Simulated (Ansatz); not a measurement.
# Ag: the cost of one run

Computed with Ansatz 0.2.0 (DFT r2SCAN, scalar-relativistic, plane waves, PAW, unless a step's input says otherwise).

## (1) The starting structure

It takes space group Im-3m (No. 229, cubic). The conventional cell has a = 3.311 Å, b = 3.311 Å, c = 3.311 Å, α = 90.00°, β = 90.00°, γ = 90.00°. Ag (site symmetry m-3m) has 8 Ag at 2.87 Å as nearest neighbours.

Coordinates:

```
CELL_PARAMETERS angstrom
-1.65565 1.65565 1.65565
1.65565 -1.65565 1.65565
1.65565 1.65565 -1.65565
ATOMIC_POSITIONS crystal
Ag 0.00000 0.00000 0.00000
```

The structure comes from the Materials Project (structure only).

## (2) A first look at the start

input.yaml reads:

```yaml
crystal:
  lattice:
    - [-1.655654, 1.655654, 1.655654]
    - [1.655654, -1.655654, 1.655654]
    - [1.655654, 1.655654, -1.655654]
  atoms:
    - { symbol: Ag, position: [0.0, 0.0, 0.0] }
basis:
  ecutwfc: 650.0
kpoints:
  mp_grid: { grid: [8, 8, 8] }
hamiltonian:
  xc: r2scan
scf:
  occupations: { method: gaussian, width: 0.1 }
output:
  forces: true
  stress: true
  eigenvalues: true
```

Command:

```
> ansatz run input.yaml --threads 1 --pin off --max-ram 2560MiB --backend cpu --events-out ev --progress --plain --runs-dir out
```

**Question.** How long does this run take on 1 thread of AMD EPYC (Zen 3), shared host, and how much memory does it need?

About 2.5 s, with a peak of 0.35 GiB.
